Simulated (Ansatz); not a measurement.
# H20Li20 (2x4x5 LiH rock-salt block): the cost of one run

Method: the settings change from run to run; program: Ansatz 0.2.0, Gaussian basis.

2 further runs of the same task are left out: 2 that didn't finish.

## Step 1: The molecule

The structure was relaxed beforehand with PBE-D4/def2-SVP.

40 atoms, charge 0, spin multiplicity 1.

Atoms are counted from 1 here; the program's logs count them from 0.

Bond lengths: Li1–H2 1.830 Å, Li1–H6 1.830 Å, Li1–Li7 2.570 Å, Li1–H21 1.798 Å, Li1–Li22 2.547 Å, Li1–Li26 2.544 Å, H2–Li3 1.884 Å, Li3–H4 1.884 Å, Li3–Li7 2.695 Å, Li3–Li9 2.695 Å, Li3–Li22 2.668 Å, Li3–Li24 2.668 Å, Li3–Li28 2.686 Å, H4–Li5 1.830 Å, Li5–Li9 2.570 Å, Li5–H10 1.830 Å, Li5–Li24 2.547 Å, Li5–H25 1.798 Å and more. Angles: H2–Li1–H6 99.2°, H2–Li1–Li7 49.9°, H2–Li1–H21 97.8°, H2–Li1–Li22 50.6°, H2–Li1–Li26 99.7°, H6–Li1–Li7 49.6°, H6–Li1–H21 97.9°, H6–Li1–Li22 99.8°, H6–Li1–Li26 50.6°, Li7–Li1–H21 97.1°, Li7–Li1–Li22 65.0°, Li7–Li1–Li26 64.8°, H21–Li1–Li22 47.3°, H21–Li1–Li26 47.4°, Li22–Li1–Li26 63.7°, Li1–H2–Li3 169.1°, H2–Li3–H4 173.3°, H2–Li3–Li7 47.1° and more.

## Step 2: SVWN5/def2-mTZVPP

Options: charge +1, multiplicity 2, relativity set to none.

in.yaml reads:

```yaml
crystal:
  periodic: [false, false, false]
  atoms:
    - {symbol: Li, position_ang: [-0.848720, -2.746784, -3.693009]}
    - {symbol: H, position_ang: [-1.029668, -2.910637, -1.879604]}
    - {symbol: Li, position_ang: [-0.929851, -2.867342, 0.001132]}
    - {symbol: H, position_ang: [-1.030862, -2.910834, 1.881733]}
    - {symbol: Li, position_ang: [-0.851118, -2.747067, 3.695279]}
    - {symbol: H, position_ang: [-1.028671, -0.931314, -3.842075]}
    - {symbol: Li, position_ang: [-1.017334, -0.936138, -1.876486]}
    - {symbol: H, position_ang: [-1.018406, -0.954257, 0.001130]}
    - {symbol: Li, position_ang: [-1.018767, -0.936266, 1.878773]}
    - {symbol: H, position_ang: [-1.031510, -0.931601, 3.844081]}
    - {symbol: Li, position_ang: [-0.947306, 0.950025, -3.785493]}
    - {symbol: H, position_ang: [-0.969275, 0.959646, -1.888789]}
    - {symbol: Li, position_ang: [-0.977661, 0.973538, 0.001126]}
    - {symbol: H, position_ang: [-0.970894, 0.959611, 1.891058]}
    - {symbol: Li, position_ang: [-0.950282, 0.949833, 3.787598]}
    - {symbol: H, position_ang: [-0.945306, 2.824659, -3.768033]}
    - {symbol: Li, position_ang: [-0.951223, 2.859421, -1.893388]}
    - {symbol: H, position_ang: [-1.002714, 2.929035, 0.001190]}
    - {symbol: Li, position_ang: [-0.952852, 2.859449, 1.895764]}
    - {symbol: H, position_ang: [-0.948418, 2.824575, 3.770339]}
    - {symbol: H, position_ang: [0.946568, -2.823260, -3.766559]}
    - {symbol: Li, position_ang: [0.949366, -2.857930, -1.892143]}
    - {symbol: H, position_ang: [0.998429, -2.927759, 0.001781]}
    - {symbol: Li, position_ang: [0.948184, -2.858000, 1.895731]}
    - {symbol: H, position_ang: [0.944165, -2.823196, 3.770113]}
    - {symbol: Li, position_ang: [0.948483, -0.948537, -3.783929]}
    - {symbol: H, position_ang: [0.967310, -0.958223, -1.887481]}
    - {symbol: Li, position_ang: [0.973145, -0.972009, 0.001932]}
    - {symbol: H, position_ang: [0.965873, -0.958281, 1.891192]}
    - {symbol: Li, position_ang: [0.945822, -0.948487, 3.787618]}
    - {symbol: H, position_ang: [1.030076, 0.932886, -3.840203]}
    - {symbol: Li, position_ang: [1.015130, 0.937533, -1.875129]}
    - {symbol: H, position_ang: [1.013744, 0.955657, 0.001982]}
    - {symbol: Li, position_ang: [1.013659, 0.937568, 1.878982]}
    - {symbol: H, position_ang: [1.026981, 0.932819, 3.844117]}
    - {symbol: Li, position_ang: [0.849893, 2.748416, -3.691549]}
    - {symbol: H, position_ang: [1.027592, 2.912185, -1.878002]}
    - {symbol: Li, position_ang: [0.925748, 2.868759, 0.001959]}
    - {symbol: H, position_ang: [1.026157, 2.912215, 1.882030]}
    - {symbol: Li, position_ang: [0.846811, 2.748291, 3.695432]}
basis:
  gaussian: {orbitals: def2-mTZVPP}
total_charge: 1
magnetization: {spin_polarized: true, initial_magnetization: 1}
hamiltonian: {xc: {name: SVWN5}, pseudopotentials: {relativity: none}}
scf: {omitted_lower_state_checks: [starts]}
output: {forces: true}
```

Command:

```bash
$ ansatz run in.yaml --threads 4 --pin off --events-out ev --progress --plain --max-ram 6963MiB
```

What time and memory should one allow on 4 threads of AMD EPYC 7R43, shared host?

About 19 s, with a peak of 1 GiB.
